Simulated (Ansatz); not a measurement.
**C₂H₃F₂NSi: a ladder of functionals and wavefunction methods**

The task here is to estimate one member of a computed series from the others.

Method: functionals in def2-TZVPP, the program's frozen cores in correlated methods; program: Ansatz 0.2.0, Gaussian basis.

Levels to be run: LDA (SPW92), PBE-D4, revPBE-D4, BLYP-D4, r2SCAN-D4, B97M-V, PBE0-D4, B3LYP-D4, r2SCANh-D4, r2SCAN0-D4, HSE06-D4, BHLYP-D4, CAM-B3LYP-D4, LC-ωPBE, ωB97X-V, ωB97M-V, B2PLYP, PBE-QIDH; CCSD(T)/def2-SVP; CCSD(T)/def2-TZVPP; MP2/def2-QZVPP; extrapolation to the limit; RPA on PBE.

**Structure used throughout**

All runs share one geometry, relaxed beforehand with PBE0-D4 in a triple-zeta def2 set.

9 atoms, charge 0, spin multiplicity 1.

Atoms are counted from 1 here; the program's logs count them from 0.

Bond lengths: C1–C2 1.305 Å, C1–H7 1.081 Å, C1–H8 1.081 Å, C2–N3 1.209 Å, N3–Si4 1.703 Å, Si4–F5 1.583 Å, Si4–F6 1.578 Å, Si4–H9 1.465 Å. Angles: C2–C1–H7 120.0°, C2–C1–H8 120.1°, H7–C1–H8 120.0°, C1–C2–N3 177.2°, C2–N3–Si4 138.4°, N3–Si4–F5 112.6°, N3–Si4–F6 107.3°, N3–Si4–H9 110.3°, F5–Si4–F6 107.1°, F5–Si4–H9 109.4°, F6–Si4–H9 110.1°.

Set-up of the first run:

The input, in.yaml:

```yaml
crystal:
  periodic: [false, false, false]
  atoms:
    - {symbol: C, position_ang: [-1.305068, -1.193132, 1.331949]}
    - {symbol: C, position_ang: [-0.581011, -0.746121, 0.342794]}
    - {symbol: N, position_ang: [0.076033, -0.380603, -0.604201]}
    - {symbol: Si, position_ang: [1.079345, 0.928168, -1.029761]}
    - {symbol: F, position_ang: [1.066094, 2.080892, 0.054589]}
    - {symbol: F, position_ang: [0.506522, 1.542992, -2.365823]}
    - {symbol: H, position_ang: [-2.352644, -0.933487, 1.394762]}
    - {symbol: H, position_ang: [-0.856150, -1.814178, 2.094504]}
    - {symbol: H, position_ang: [2.455379, 0.469171, -1.235913]}
basis:
  gaussian: {orbitals: def2-TZVPP}
hamiltonian: {xc: lda}
output: {orbitals: {seedname: orbitals}}
```

Launch:

```bash
$ ansatz run in.yaml --threads 4 --pin off --events-out ev --progress --plain --max-ram 10444MiB
```

Among the steps run: LDA; PBE-D4 (GGA); revPBE-D4 (GGA); BLYP-D4 (GGA); r2SCAN-D4 (meta-GGA); B97M-V (meta-GGA); PBE0-D4 (hybrid); B3LYP-D4 (hybrid); r2SCANh-D4 (hybrid); r2SCAN0-D4 (hybrid); HSE06-D4 (hybrid); BHLYP-D4 (hybrid); CAM-B3LYP-D4 (range-separated); LC-ωPBE (range-separated); ωB97X-V (range-separated); ωB97M-V (range-separated); B2PLYP (double hybrid); PBE-QIDH (double hybrid).

One table of the session follows, with a row left open; its other results are not shown here.

It belongs to the step «Orbital energies across the functionals». 

| functional | HOMO (eV) | gap (eV) |
| --- | --- | --- |
| LDA (SPW92) | -5.99 | 3.55 |
| PBE-D4 | -5.79 | 3.59 |
| revPBE-D4 | -5.72 | 3.61 |
| BLYP-D4 | -5.64 | 3.58 |
| r2SCAN-D4 | ? | ? |
| B97M-V | -6.03 | 4.19 |
| PBE0-D4 | -6.97 | 5.80 |
| B3LYP-D4 | -6.75 | 5.35 |
| r2SCANh-D4 | -6.45 | 4.86 |
| r2SCAN0-D4 | -7.12 | 6.09 |
| HSE06-D4 | -6.57 | 5.01 |
| BHLYP-D4 | -8.02 | 8.01 |
| CAM-B3LYP-D4 | -8.28 | 8.29 |
| LC-ωPBE | -9.61 | 10.80 |
| ωB97X-V | -9.24 | 10.37 |
| ωB97M-V | -9.14 | 10.15 |

**Question.** Estimate the row for r2SCAN-D4.

Worked estimate for «HOMO (eV)». Against the share of exact exchange, r2SCANh-D4 (0.1, -6.45), r2SCAN0-D4 (0.25, -7.12) give a slope of -4.47 per unit share; at 0 the line stands at -6.00.

**Answer.** HOMO (eV): -6.01; gap (eV): 4.05. In «HOMO (eV)» the line misses by +0.01.
